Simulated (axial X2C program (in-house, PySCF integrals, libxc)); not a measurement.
# A two-component session on TeRu: properties at the nuclei

Aim: properties at the nuclei of TeRu, with spin–orbit coupling in the Hamiltonian from the start.

Method: two-component X2C with atomic mean-field terms, Te dyall-cv3z, Ru dyall-cv3z; program: an in-house X2C program for linear molecules on PySCF integrals.

All values are calculated.

## (1) The job

Input file task.json:

```json
{"zs": [52, 44], "q": 0, "bas": ["dyall-cv3z", "dyall-cv3z"], "r0": 2.42, "levels": ["PBE0", "HF", "LDA", "r2SCAN", "TPSSh"], "nst": 3}
```

Keys: zs atomic numbers; q charge; bas basis sets; r0 starting distance in Å; levels methods (HF also brings MP2); nst determinants followed.

On the command line:

```console
$ python soeom.py task.json out
```

After this run come: Expectation values, lowest determinant; Expectation values, a higher determinant; Expectation values, a higher determinant.

Q: Predict the outcome of this session. Wanted: lowest determinant; Eeff magnitude; Ws magnitude Te; A∥/gI Te; qzz Te; higher determinant (for each run or level that gives them).

**Answer**, as computed:

| quantity | value |
| --- | --- |
| lowest determinant | Ω = 4 (excess of +ω over −ω: ω = 3/2, ω = 5/2) |
| Eeff magnitude (GV/cm), PBE0 | 3.55 |
| Ws magnitude Te (kHz), PBE0 | 0.13 |
| A∥/gI Te (MHz), PBE0 | -89.6 |
| qzz Te (a.u.), PBE0 | 0.28 |
| higher determinant | Ω = 2 (excess of +ω over −ω: ω = -1/2, ω = 5/2) |
| Eeff magnitude (GV/cm), PBE0, higher determinant | 0.783 |
| Ws magnitude Te (kHz), PBE0, higher determinant | 0.0587 |
| A∥/gI Te (MHz), PBE0, higher determinant | -181 |
| qzz Te (a.u.), PBE0, higher determinant | -0.63 |
| higher determinant | Ω = 3 (excess of +ω over −ω: ω = 1/2, ω = 5/2) |
| Eeff magnitude (GV/cm), PBE0, higher determinant | 1.81 |
| Ws magnitude Te (kHz), PBE0, higher determinant | 0.0575 |
| A∥/gI Te (MHz), PBE0, higher determinant | 199 |
| qzz Te (a.u.), PBE0, higher determinant | 1.68 |

**Reading.** In the first state, the effective field runs from 2.68 to 6.25 GV/cm over the mean-field levels, so the levels don't agree on it. The expectation values come from single determinants, which for open shells can mix terms of unlike spin or miss the lowest Ω, so a determinant need not be a state. Eeff is the effective electric field on the electron dipole moment in this Ω state and Ws the scalar–pseudoscalar constant (defined with the proton number Z and per Ω); A∥ is the parallel hyperfine constant, which follows by multiplying with the nuclear g factor gI = μI/(I μN); qzz is the electric field gradient, eQq0 = 234.96 MHz × Q/barn × qzz; μ is positive if Ru is the positive end. The operators were transformed with the bare-nucleus X2C matrices.
